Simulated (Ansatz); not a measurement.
# Au (fcc type): the cost of one run

Computed with Ansatz 0.2.0 (DFT PBE, with the methods named in each step, unless a step's input says otherwise).

## Step 1: The starting structure

Symmetry: Fm-3m, No. 225, cubic system. Conventional cell: a = 4.158 Å, b = 4.158 Å, c = 4.158 Å, α = 90.00°, β = 90.00°, γ = 90.00°. Au (site symmetry m-3m) is surrounded by 12 Au at 2.94 Å.

Coordinates:

```xyz
3
Lattice="0.0000 2.0790 -2.0790 -2.0790 0.0000 2.0790 4.1579 4.1579 4.1579" Properties=species:S:1:pos:R:3 pbc="T T T"
Au    0.0000    0.0000    0.0000
Au    0.0000    2.0790    2.0790
Au    2.0790    4.1579    2.0790
```

Atoms are numbered in the order of the input: Au1, Au2, Au3.

## Step 2: Bulk in the slab's orientation, LAPW

input.yaml

```yaml
crystal:
  lattice:
    - [0.0, 2.0789639816, -2.0789639816]
    - [-2.0789639816, 0.0, 2.0789639816]
    - [4.1579279633, 4.1579279633, 4.1579279633]
  atoms:
    - { symbol: Au, position: [0.0, 0.0, 0.0] }
    - { symbol: Au, position: [0.333333333, 0.666666667, 0.333333333] }
    - { symbol: Au, position: [0.666666667, 0.333333333, 0.666666667] }
kpoints:
  mp_grid: { grid: [13, 13, 5] }
scf:
  occupations: { method: fermi_dirac, width: 0.05 }
hamiltonian:
  xc: pbe
  pseudopotentials: { kind: all_electron, lapw: { basis_error: 0.001 } }
output:
  forces: true
  stress: true
  eigenvalues: true
```

Run with:

```bash
ansatz run input.yaml --threads 1 --pin off --max-ram 3584MiB --backend cpu --events-out ev --progress --plain --runs-dir out
```

What time and memory should one allow on 1 thread of Intel Xeon Platinum 8375C at 2.90GHz (Ice Lake), shared host?

About 72 s, with a peak of 0.88 GiB.
